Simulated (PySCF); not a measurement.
# HfHF: triplet, from a linear start

Where does triplet HfHF go from a linear start, is the end point a minimum, and what are its modes, charges and moments?

Program: PySCF 2.14.0. Level of theory: PBE0, basis Hf def2-TZVP with ECP60, H def2-TZVP, F def2-TZVP, scalar-relativistic core potentials, no spin–orbit coupling, density fitting. These are calculated values, not measurements.

### 1 Starting geometry

3 atoms, charge 0, spin multiplicity 3.

Bond lengths: Hf1–H2 1.840 Å, Hf1–F3 2.160 Å. Angles: H2–Hf1–F3 180.0°.

```xyz
3
charge 0 multiplicity 3
Hf    0.0000    0.0000    0.0000
H     0.0000    0.0000   -1.8400
F     0.0000    0.0000    2.1600
```

### 2 Finding the electronic state

One driver script runs all steps and calls PySCF; scf.py shows how it sets up the SCF of each step. The optimiser is the driver's own. After this first run the driver tries any further starts and a stability analysis.

scf.py

```python
from pyscf import gto, scf, dft
mol = gto.M(atom='''
Hf     0.000000     0.000000     0.000000
H      0.000000     0.000000    -1.840000
F      0.000000     0.000000     2.160000''',
    basis={'Hf': 'def2-TZVP', 'H': 'def2-TZVP', 'F': 'def2-TZVP'},
    ecp={'Hf': 'def2-TZVP'},
    charge=0, spin=2)
mf = dft.UKS(mol, xc='PBE0')
mf.grids.atom_grid = (50, 194)
aux = {'Hf': 'def2-universal-JKFIT', 'H': 'def2-universal-JKFIT', 'F': 'def2-universal-JKFIT'}
mf = mf.density_fit(auxbasis=aux)
mf.conv_tol = 1e-08
mf.diis_space = 10
mf.max_cycle = 60
mf.init_guess = 'minao'
mf.verbose = 4
mf.kernel()
```

Started as:

```bash
$ OMP_NUM_THREADS=2 python axn.py task.json out
```

The program printed:

```text
init E= -130.281345292799
[... the frontier-level lines of each cycle are left out ...]
cycle= 1 E= -148.248995722146  delta_E=  -18  |g|= 0.488  |ddm|= 3.51
cycle= 2 E= -147.867034375644  delta_E= 0.382  |g|= 1.17  |ddm|= 0.833
cycle= 3 E= -148.328836833524  delta_E= -0.462  |g|= 0.0888  |ddm|= 0.545
cycle= 4 E= -148.333160212954  delta_E= -0.00432  |g|= 0.0284  |ddm|= 0.17
cycle= 5 E= -148.333551259479  delta_E= -0.000391  |g|= 0.00404  |ddm|= 0.0387
cycle= 6 E= -148.333560702518  delta_E= -9.44e-06  |g|= 0.000712  |ddm|= 0.00454
cycle= 7 E= -148.333561317362  delta_E= -6.15e-07  |g|= 0.000346  |ddm|= 0.00185
cycle= 8 E= -148.333561440821  delta_E= -1.23e-07  |g|= 0.000101  |ddm|= 0.000764
cycle= 9 E= -148.333561458628  delta_E= -1.78e-08  |g|= 3.61e-05  |ddm|= 0.00041
cycle= 10 E= -148.333561459271  delta_E= -6.44e-10  |g|= 5.69e-06  |ddm|= 4.5e-05
Extra cycle  E= -148.333561459272  delta_E= -4.83e-13  |g|= 9.09e-06  |ddm|= 1.29e-05
converged SCF energy = -148.333561459272  <S^2> = 2.0024183  2S+1 = 3.0016118
```

This step, with its further starts and checks, ran for 8.2 s (2 threads of Arm Neoverse V1, shared host).

The starts that the driver tried:

| start | energy (Eh) |
| --- | --- |
| the minimal-basis guess | -148.333561 |
| a thermally smeared density | -148.333555 |
| a smeared PBE density | -148.333555 |

No lower solution of this spin turned up from the other starts or in the test of internal stability.

### 3 Relaxation: linear start, triplet

The program finds C∞v symmetry in the start, which this walk keeps. Threshold on the gradient: 0.0003 Eh/bohr, with a further test on the energy change.

scf.py, as its differences from that of step 2:

```diff
@@ -3,3 +3,3 @@
-Hf     0.000000     0.000000     0.000000
-H      0.000000     0.000000    -1.840000
-F      0.000000     0.000000     2.160000''',
+Hf     0.000000     0.000000    -0.195957
+H      0.000000     0.000000    -2.035957
+F      0.000000     0.000000     1.964043''',
@@ -16 +15,0 @@
-mf.init_guess = 'minao'
```

Energy and gradient, step by step:

| step | energy (Eh) | change (kJ/mol) | largest symmetric gradient (Eh/bohr) |
| --- | --- | --- | --- |
| 0 | -148.333561 | 0.00 | 0.07140 |
| 1 | -148.346236 | -33.28 | 0.04123 |
| 2 | -148.347503 | -36.60 | 0.03459 |
| 3 | -148.349481 | -41.80 | 0.00851 |
| 4 | -148.349613 | -42.14 | 0.00339 |
| 5 | -148.349662 | -42.27 | 0.00071 |
| 6 | -148.349664 | -42.28 | 0.00021 |

The walk took 11 s.

Geometry (Å) and forces (eV/Å) at some steps:

```
step 0
Hf   0.000   0.000  -0.196   0.000   0.000   3.672
H    0.000   0.000  -2.036   0.000   0.000  -0.794
F    0.000   0.000   1.964   0.000   0.000  -2.878
step 1
Hf   0.000   0.000  -0.138   0.000   0.000   2.120
H    0.000   0.000  -2.011   0.000   0.000  -0.644
F    0.000   0.000   1.881   0.000   0.000  -1.476
step 3
Hf   0.000   0.000  -0.096   0.000   0.000   0.438
H    0.000   0.000  -2.019   0.000   0.000  -0.267
F    0.000   0.000   1.847   0.000   0.000  -0.171
step 6
Hf   0.000   0.000  -0.082   0.000   0.000  -0.007
H    0.000   0.000  -2.036   0.000   0.000  -0.004
F    0.000   0.000   1.850   0.000   0.000   0.011
```

End point (C∞v, 6 steps, 42.3 kJ/mol gained): Hf–F 1.932 Å, Hf–H 1.954 Å; F–Hf–H 180.0°.

### 4 Vibrations and properties at this point

The point is checked on the finer grid, and tightened if its gradient asks for it. The Hessian and the dipole derivatives come from central differences of analytic gradients, with steps of 0.02 bohr.

scf.py, as its differences from that of step 3:

```diff
@@ -3,3 +3,3 @@
-Hf     0.000000     0.000000    -0.195957
-H      0.000000     0.000000    -2.035957
-F      0.000000     0.000000     1.964043''',
+Hf     0.000000    -0.000000    -0.173711
+H      0.000000    -0.000000    -2.127700
+F     -0.000000     0.000000     1.758124''',
@@ -10 +10 @@
-mf.grids.atom_grid = (50, 194)
+mf.grids.atom_grid = (75, 302)
@@ -13 +13 @@
-mf.conv_tol = 1e-08
+mf.conv_tol = 1e-10
```

This SCF starts from the last density.

Log of the central SCF (cycles and frontier levels):

```text
init E= -148.349774249943
[... the frontier-level lines of each cycle are left out ...]
cycle= 1 E= -148.349774249943  delta_E= 2.56e-13  |g|= 3.24e-06  |ddm|= 3.06e-06
Extra cycle  E= -148.349774249934  delta_E= 8.84e-12  |g|= 6.12e-06  |ddm|= 4.41e-06
converged SCF energy = -148.349774249934  <S^2> = 2.002197  2S+1 = 3.0014643
```

The whole step took 26 s.

Geometry: C∞v; Hf–F 1.932 Å, Hf–H 1.954 Å; F–Hf–H 180.0°.

Harmonic modes (main isotopes):

| symmetry | ω (cm⁻¹) | IR (km/mol) |
| --- | --- | --- |
| π | 352i | 146 |
| σ+ | 598 | 143 |
| σ+ | 1545 | 281 |

With 2 modes imaginary (up to 352i cm⁻¹) this point is a saddle.

Properties at this point:

- Dipole moment: 0.10 D
- Highest occupied level: -5.42 eV
- Lowest empty level: -2.60 eV
- Rotational constants: 0.2453 cm⁻¹
- Zero-point energy (real modes): 12.8 kJ/mol
- Principal polarisabilities: 44.3, 66.9, 66.9 bohr³
- Atomisation energy without zero-point energy: 866 kJ/mol
- Principal traceless quadrupole moments about the centre of mass: -13.92, 6.96, 6.96 D Å
- Spin squared ⟨S²⟩: 2.002

Charges (e) and bond orders:

```json
{"atom": "Hf1", "Mulliken": "0.67", "Löwdin": "0.53", "polar tensor": "1.01", "spin (Mulliken)": "1.99", "Mayer order to Hf1": "–"}
{"atom": "H2", "Mulliken": "-0.21", "Löwdin": "-0.25", "polar tensor": "-0.36", "spin (Mulliken)": "0.03", "Mayer order to Hf1": "0.94"}
{"atom": "F3", "Mulliken": "-0.46", "Löwdin": "-0.28", "polar tensor": "-0.65", "spin (Mulliken)": "-0.02", "Mayer order to Hf1": "0.95"}
```

Mulliken populations on Hf1 (outside its core potential): s 3.02, p 6.31, d 1.93, f 0.06.

### 5 Downhill along the imaginary mode

The atoms are moved a little along the softest imaginary mode and relaxed again.

The program finds Cs symmetry in the start, which this walk keeps. The walk stops when the largest gradient is under 0.0003 Eh/bohr and the energy has settled too.

scf.py, as its differences from that of step 4:

```diff
@@ -3,3 +3,3 @@
-Hf     0.000000    -0.000000    -0.173711
-H      0.000000    -0.000000    -2.127700
-F     -0.000000     0.000000     1.758124''',
+Hf    -0.001352    -0.000022    -0.173703
+H      0.119984     0.001954    -2.127692
+F      0.006438     0.000105     1.758131''',
@@ -10 +10 @@
-mf.grids.atom_grid = (75, 302)
+mf.grids.atom_grid = (50, 194)
@@ -13 +13 @@
-mf.conv_tol = 1e-10
+mf.conv_tol = 1e-08
```

The optimiser's trace:

| step | energy (Eh) | change (kJ/mol) | largest symmetric gradient (Eh/bohr) |
| --- | --- | --- | --- |
| 0 | -148.349791 | 0.00 | 0.00210 |
| 1 | -148.349878 | -0.23 | 0.00275 |
| 2 | -148.350020 | -0.60 | 0.00354 |
| 3 | -148.350253 | -1.21 | 0.00446 |
| 4 | -148.350619 | -2.17 | 0.00543 |
| 5 | -148.351161 | -3.60 | 0.00629 |
| 6 | -148.351895 | -5.52 | 0.00684 |
| 7 | -148.352798 | -7.89 | 0.00699 |
| 8 | -148.353822 | -10.58 | 0.00681 |
| 9 | -148.354923 | -13.47 | 0.00776 |
| 10 | -148.356057 | -16.45 | 0.00858 |
| 11 | -148.359101 | -24.44 | 0.02473 |
| 12 | -148.361290 | -30.19 | 0.00805 |
| 13 | -148.362033 | -32.14 | 0.00623 |
| 14 | -148.362442 | -33.21 | 0.00179 |
| 15 | -148.362463 | -33.27 | 0.00080 |
| 16 | -148.362464 | -33.27 | 0.00020 |

The walk took 30 s.

Positions (Å) and forces (eV/Å) along the way:

```
step 0
Hf  -0.001   0.000  -0.174  -0.108  -0.002  -0.029
H    0.120   0.002  -2.128   0.052   0.001   0.041
F    0.006   0.000   1.758   0.056   0.001  -0.012
step 1
Hf  -0.013   0.000  -0.174  -0.141  -0.002  -0.027
H    0.126   0.002  -2.126   0.067   0.001   0.031
F    0.013   0.000   1.757   0.074   0.001  -0.004
step 8
Hf  -0.220  -0.004  -0.181  -0.350  -0.005   0.058
H    0.227   0.004  -2.085   0.177   0.002   0.280
F    0.117   0.002   1.723   0.173   0.003  -0.338
step 16
Hf  -0.574  -0.009  -0.206   0.000  -0.003  -0.014
H    0.393   0.006  -1.805   0.007   0.001   0.004
F    0.307   0.005   1.468  -0.007   0.002   0.010
```

After 16 steps and 33.3 kJ/mol it ends at Cs: Hf–F 1.891 Å, Hf–H 1.869 Å; F–Hf–H 121.1°.

### 6 Frequencies

As before: finer grid, then central differences.

scf.py, as its differences from that of step 5:

```diff
@@ -3,3 +3,3 @@
-Hf    -0.001352    -0.000022    -0.173703
-H      0.119984     0.001954    -2.127692
-F      0.006438     0.000105     1.758131''',
+Hf    -0.094188    -0.001534    -0.151132
+H      0.880754     0.014346    -1.744930
+F      0.794976     0.012949     1.517643''',
@@ -10 +10 @@
-mf.grids.atom_grid = (50, 194)
+mf.grids.atom_grid = (75, 302)
@@ -13 +13 @@
-mf.conv_tol = 1e-08
+mf.conv_tol = 1e-10
```

SCF at the final geometry:

```text
init E= -148.362592946266
[... the frontier-level lines of each cycle are left out ...]
cycle= 1 E= -148.362592946271  delta_E= -4.43e-12  |g|= 9.97e-07  |ddm|= 3.28e-06
Extra cycle  E= -148.36259294627  delta_E= 1.17e-12  |g|= 1.64e-06  |ddm|= 2.59e-06
converged SCF energy = -148.36259294627  <S^2> = 2.0027669  2S+1 = 3.001844
```

The whole step ran for 42 s (2 threads of Arm Neoverse V1, shared host).

Geometry: Cs; Hf–F 1.891 Å, Hf–H 1.868 Å; F–Hf–H 120.5°.

Harmonic modes (main isotopes):

| symmetry | ω (cm⁻¹) | IR (km/mol) | type |
| --- | --- | --- | --- |
| a' | 362 | 43.8 | bend |
| a' | 644 | 106 | stretch |
| a' | 1654 | 267 | stretch |

All wavenumbers are real: a minimum.

Constants and moments:

```yaml
Dipole_moment: 2.12 D
Highest_occupied_level: -4.84 eV
Lowest_empty_level: -2.13 eV
Rotational_constants: 6.626, 0.2685, 0.2581 cm⁻¹
Zero-point_energy: 15.9 kJ/mol
Principal_polarisabilities: 49.2, 70.6, 80.3 bohr³
Atomisation_energy_without_zero-point_energy: 900 kJ/mol
Principal_traceless_quadrupole_moments_about_the_centre_of_mass: -5.18, 1.51, 3.67 D Å
Entropy_at_298.15_K_and_1_bar_electronic_part_spin_only: 277.3 J/(mol K)
Heat_capacity_Cp_at_298.15_K: 43.9 J/(mol K)
Enthalpy_at_298.15_K_above_0_K: 11.20 kJ/mol
Rotational_symmetry_number: 1
Spin_squared_⟨S²⟩: 2.003
```

Charges (e) and bond orders:

| atom | Mulliken | Löwdin | polar tensor | spin (Mulliken) | Mayer order to Hf1 |
| --- | --- | --- | --- | --- | --- |
| Hf1 | 0.61 | 0.42 | 0.88 | 2.02 | – |
| H2 | -0.19 | -0.19 | -0.32 | 0.00 | 0.96 |
| F3 | -0.42 | -0.23 | -0.56 | -0.02 | 1.01 |

Outer orbital energies (eV). α occupied: -36.62, -31.22, -12.39, -11.87, -11.85, -8.38, -5.47, -4.84; empty: -1.89, -1.51, -1.17, -0.28. β occupied: -37.07, -35.58, -35.55, -31.18, -12.39, -11.86, -11.85, -8.07; empty: -2.13, -0.94, -0.80, -0.54.

Mulliken populations on Hf1 (outside its core potential): s 2.97, p 6.31, d 2.06, f 0.06.

### 7 The points found, side by side

| spin | group | bonds | imaginary modes (cm⁻¹) | ΔE (kJ/mol) | with zero-point energy |
| --- | --- | --- | --- | --- | --- |
| triplet | Cs | Hf–F 1.891 Å, Hf–H 1.868 Å | none | 0.0 | 0.0 |
| triplet | C∞v | Hf–F 1.932 Å, Hf–H 1.954 Å | 352i, 352i | 33.7 | – |

### 8 Results

```
                                          quantity                                      value
                                           minimum                                triplet, Cs
                                          geometry  Hf–F 1.891 Å, Hf–H 1.868 Å; F–Hf–H 120.5°
                                wavenumbers (cm⁻¹)              362 (a'), 644 (a'), 1654 (a')
                                     dipole moment                                     2.12 D
highest occupied, lowest empty level (either spin)                            -4.84, -2.13 eV
                        polar-tensor charge of Hf1                                    +0.88 e
                                 zero-point energy                                15.9 kJ/mol
                               entropy at 298.15 K                            277.3 J/(mol K)
         atomisation energy (no zero-point energy)                                 900 kJ/mol
                                              ⟨S²⟩                                      2.003
```

**Reading.** The linear start (C∞v) ends in a minimum of Cs symmetry, after a stop at a second-order saddle point 33.7 kJ/mol higher, from which it was pushed off along an imaginary mode. The strongest infrared band lies at 1654 cm⁻¹ (a', stretch). Most of the spin sits on Hf1 (Mulliken spin 2.02, against 2 for the whole molecule). Only this shape and spin were tried, so other structures or states may lie lower. Open d and f shells are described by one determinant, and the ground state may have another occupation or spin. Spin–orbit coupling, left out here, can matter for elements this heavy.

The search up to here took 2 min.
